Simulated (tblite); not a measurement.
# C4H9BCl2Si: the cost of one run

Programs: tblite 0.8.0 and PySCF 2.14.0, with density-fitted response routines of our own. Each step states its level of theory. These are calculated values for one molecule in the gas phase, unless marked as measured. Atoms count from 0, in the outputs and in this text.

## (1) Starting geometry

17 atoms, charge 0, multiplicity 1; geometry from: force field or distance geometry start.

Bonds of the start (Å): Cl0–B1 1.85, B1–Cl2 1.85, B1–Si3 1.94, Si3–C4 1.87, C4–C5 1.53, C5–C6 1.52, C6–C7 1.51, C7–C5 1.51, Si3–H8 1.47, Si3–H9 1.46, C4–H10 1.11, C4–H11 1.11, C5–H12 1.10, C6–H13 1.11, C6–H14 1.12, C7–H15 1.12, C7–H16 1.11.

## (2) Optimising the geometry with GFN2-xTB

Job settings and geometry (Å):

```
{"job": {"kind": "relax", "xc": "GFN2-xTB", "basis": "xTB"}, "charge": 0, "multiplicity": 1}
Cl     3.108300    -1.863900     0.749800
B      2.426200    -0.143100     0.638700
Cl     2.408100     0.917300     2.152400
Si     1.646500     0.495300    -1.017100
C     -0.165800     0.876300    -0.743100
C     -0.941100    -0.404000    -0.423600
C     -1.120900    -0.705100     1.054500
C     -2.280900    -0.170900     0.243700
H      1.785900    -0.550200    -2.043500
H      2.346900     1.703300    -1.434700
H     -0.256600     1.641800     0.048800
H     -0.570500     1.303700    -1.690000
H     -0.901300    -1.276800    -1.095100
H     -1.188300    -1.791200     1.293500
H     -0.696200     0.038600     1.771200
H     -3.056300    -0.941500     0.012700
H     -2.551200     0.882300     0.471900
```

On the command line:

```console
$ OMP_NUM_THREADS=1 python probes_run.py task.json out
```

This one command runs all jobs of the session in turn.

**Question.** How long does this first job take on 1 thread of Intel Xeon at 2.70GHz, shared host, and how much memory does it need?

About 2.3 s, with a peak of 0.18 GiB.
